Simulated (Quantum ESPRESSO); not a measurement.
# Bi in Quantum ESPRESSO: further runs, part 3 of 3

Quantum ESPRESSO 7.5. The steps go on from the part before.

## Step 5: Work function, RPBE

Input file pw.in:

```
&CONTROL
  calculation = 'scf'
  prefix = 'pwscf'
  outdir = './tmp'
  pseudo_dir = './pseudo'
  tprnfor = .true.
  disk_io = 'low'
/
&SYSTEM
  ibrav = 0
  celldm(1) = 8
  nat = 1
  ntyp = 1
  ecutwfc = 66
  nbnd = 13
  input_dft = 'rpbe'
  occupations = 'smearing'
  smearing = 'fd'
  degauss = 0.00367493
/
&ELECTRONS
  conv_thr = 1d-09
  electron_maxstep = 150
  mixing_beta = 0.3
  mixing_mode = 'local-TF'
/
ATOMIC_SPECIES
Bi   208.9804 Bi_ONCV_PBE-1.2.upf
CELL_PARAMETERS alat
  0.7391947195392   0.0000000000000   0.0000000000000
  0.0000000000000   0.7391947195392   0.0000000000000
  0.0000000000000   0.0000000000000   5.6219352207617
ATOMIC_POSITIONS crystal
Bi     0.5000000000    0.5000000000    0.2941200000
K_POINTS automatic
9 9 1 0 0 0
```

Input file pp_density.in:

```
&INPUTPP
  prefix = 'pwscf'
  outdir = './tmp'
  filplot = 'density.dat'
  plot_num = 0
/
&PLOT
  nfile = 1
  filepp(1) = 'density.dat'
  iflag = 3
  output_format = 6
  fileout = 'density.cube'
/
```

Input file pp_potential.in:

```
&INPUTPP
  prefix = 'pwscf'
  outdir = './tmp'
  filplot = 'potential.dat'
  plot_num = 11
/
&PLOT
  nfile = 1
  filepp(1) = 'potential.dat'
  iflag = 3
  output_format = 6
  fileout = 'potential.cube'
/
```

Input file pp_elf.in:

```
&INPUTPP
  prefix = 'pwscf'
  outdir = './tmp'
  filplot = 'elf.dat'
  plot_num = 8
/
&PLOT
  nfile = 1
  filepp(1) = 'elf.dat'
  iflag = 3
  output_format = 6
  fileout = 'elf.cube'
/
```

Potentials or basis: SG15 PBE 1.2.

Launch:

```
$ OMP_NUM_THREADS=1 mpirun -n 2 pw.x -nk 2 -in pw.in > pw.out
$ OMP_NUM_THREADS=1 mpirun -n 1 pp.x -in pp_density.in > pp_density.out
$ OMP_NUM_THREADS=1 mpirun -n 1 pp.x -in pp_potential.in > pp_potential.out
$ OMP_NUM_THREADS=1 mpirun -n 1 pp.x -in pp_elf.in > pp_elf.out
```

pw.out:

```text
This program is part of the open-source Quantum ESPRESSO suite
     for quantum simulation of materials; please cite
         "P. Giannozzi et al., J. Phys.:Condens. Matter 21 395502 (2009);
         "P. Giannozzi et al., J. Phys.:Condens. Matter 29 465901 (2017);
         "P. Giannozzi et al., J. Chem. Phys. 152 154105 (2020);
     in publications or presentations arising from this work. More details at

     IMPORTANT: XC functional enforced from input :
     Exchange-correlation= RPBE
                           (   1   4  44   4   0   0   0)
     Any further DFT definition will be discarded
     Please, verify this is what you really want

     Message from routine setup:
[... 7 lines left out ...]
     --------------------
     sticks:   dense  smooth     PW     G-vecs:    dense   smooth      PW
     Sum         741     741    221               113957   113957   18105

     Using Slab Decomposition

     bravais-lattice index     =            0
     lattice parameter (alat)  =       8.0000  a.u.
     unit-cell volume          =    1572.8000 (a.u.)^3
     number of atoms/cell      =            1
     number of atomic types    =            1
     number of electrons       =        15.00
     number of Kohn-Sham states=           13
     kinetic-energy cutoff     =      66.0000  Ry
     charge density cutoff     =     264.0000  Ry
     scf convergence threshold =      1.0E-09
     mixing beta               =       0.3000
     number of iterations used =            8  local-TF  mixing
     Exchange-correlation= RPBE
                           (   1   4  44   4   0   0   0)

[... 47 lines left out ...]
        k(    9) = (   0.1503137   0.6012549   0.0000000), wk =   0.1975309
        k(   10) = (   0.3006274   0.3006274   0.0000000), wk =   0.0987654
        k(   11) = (   0.3006274   0.4509412   0.0000000), wk =   0.1975309
        k(   12) = (   0.3006274   0.6012549   0.0000000), wk =   0.1975309
        k(   13) = (   0.4509412   0.4509412   0.0000000), wk =   0.0987654
        k(   14) = (   0.4509412   0.6012549   0.0000000), wk =   0.1975309
        k(   15) = (   0.6012549   0.6012549   0.0000000), wk =   0.0987654

     Dense  grid:   113957 G-vectors     FFT dimensions: (  32,  32, 240)

     Initial potential from superposition of free atoms

     starting charge      14.9238, renormalised to      15.0000

     negative rho (up, down):  6.756E-04 0.000E+00
     Starting wfcs are random

     Self-consistent Calculation

     iteration #  1     ecut=    66.00 Ry     beta= 0.30
     Davidson diagonalization with overlap
     ethr =  1.00E-02,  avg # of iterations =  9.5

     Threshold (ethr) on eigenvalues was too large:
     Diagonalizing with lowered threshold

     Davidson diagonalization with overlap
     ethr =  7.43E-05,  avg # of iterations =  6.5

     negative rho (up, down):  1.136E-03 0.000E+00
[... 121 lines left out ...]
     iteration # 15     ecut=    66.00 Ry     beta= 0.30
     Davidson diagonalization with overlap
     ethr =  1.05E-11,  avg # of iterations =  3.3

     End of self-consistent calculation

          k = 0.0000 0.0000 0.0000 ( 14277 PWs)   bands (ev):

   -25.3710 -25.1283 -24.9385 -24.9385 -24.9251 -14.7027  -4.6147   0.9504
     1.9268   2.3248   2.6712   2.6712   3.0024
[... 68 lines left out ...]
   -25.1855 -25.0544 -25.0540 -24.9020 -24.7814 -10.3159  -4.3493  -4.2829
    -0.0996   2.1984   5.0361   5.6680   6.8903

     the Fermi energy is    -2.2299 ev

!    total energy              =    -135.92541056 Ry
     estimated scf accuracy    <          3.9E-10 Ry
     smearing contrib. (-TS)   =      -0.00089439 Ry
     internal energy E=F+TS    =    -135.92451617 Ry

     The total energy is F=E-TS. E is the sum of the following terms:
     one-electron contribution =    -548.89889923 Ry
     hartree contribution      =     274.07021008 Ry
     xc contribution           =     -15.73046372 Ry
     ewald contribution        =     154.63463670 Ry

     convergence has been achieved in  15 iterations

     Forces acting on atoms (cartesian axes, Ry/au):

     atom    1 type  1   force =     0.00000000    0.00000000    0.00000000

     Total force =     0.000000     Total SCF correction =     0.000013

=------------------------------------------------------------------------------=
   JOB DONE.
=------------------------------------------------------------------------------=
```

pp_potential.out:

```text
This program is part of the open-source Quantum ESPRESSO suite
     for quantum simulation of materials; please cite
         "P. Giannozzi et al., J. Phys.:Condens. Matter 21 395502 (2009);
         "P. Giannozzi et al., J. Phys.:Condens. Matter 29 465901 (2017);
         "P. Giannozzi et al., J. Chem. Phys. 152 154105 (2020);
     in publications or presentations arising from this work. More details at

     IMPORTANT: XC functional enforced from input :
     Exchange-correlation= RPBE
                           (   1   4  44   4   0   0   0)
     Any further DFT definition will be discarded
     Please, verify this is what you really want

     G-vector sticks info
     --------------------
     sticks:   dense  smooth     PW     G-vecs:    dense   smooth      PW
     Sum         741     741    221               113957   113957   18105

     Using Slab Decomposition

     Calling punch_plot, plot_num =  11
     Writing data to file  potential.dat
     Reading data from file  potential.dat

     Writing data to be plotted to file potential.cube
     Plot Type: 3D                     Output format: Gaussian cube

=------------------------------------------------------------------------------=
   JOB DONE.
=------------------------------------------------------------------------------=
```

Wall time 45 s (2 MPI ranks of Arm Neoverse V2, shared host); peak memory 0.4 GiB.

What came out:

- Free energy: -1849.3594 eV
- Band gap on the k mesh: none (metal or under the smearing width)
- Work function of the upper face: 4.48 eV
- Work function of the lower face: 4.48 eV

Levels at points of the mesh, in eV from the Fermi level:
| k point | band 5 | band 6 | band 7 | band 8 | band 9 | band 10 |
| --- | --- | --- | --- | --- | --- | --- |
| (0.00, 0.00, 0.00) | -22.70 | -12.47 | -2.38 | 3.18 | 4.16 | 4.55 |

Caveat: spin-orbit coupling is left out, which moves the levels of the heavy elements.

## Step 6: Overview

| level | form of the LDA correlation | gap on the mesh (eV) | work function (eV) |
| --- | --- | --- | --- |
| LDA | PZ81 | none | 4.90 |
| PBEsol | - | none | 4.70 |
| PBE | - | none | 4.61 |
| RPBE | - | none | 4.48 |

Alike in all rows: task work function; potentials or basis SG15 PBE 1.2; no spin polarisation; cell as given; k mesh 9 × 9 × 1; cutoff (eV) 898; smearing fermi-dirac 0.05 eV.

Every run on the cell as given and a fine mesh finds a metal.

Caveats: spin-orbit coupling is left out, which moves the levels of the heavy elements.

Absolute energies hang on the potentials; compare differences alone.
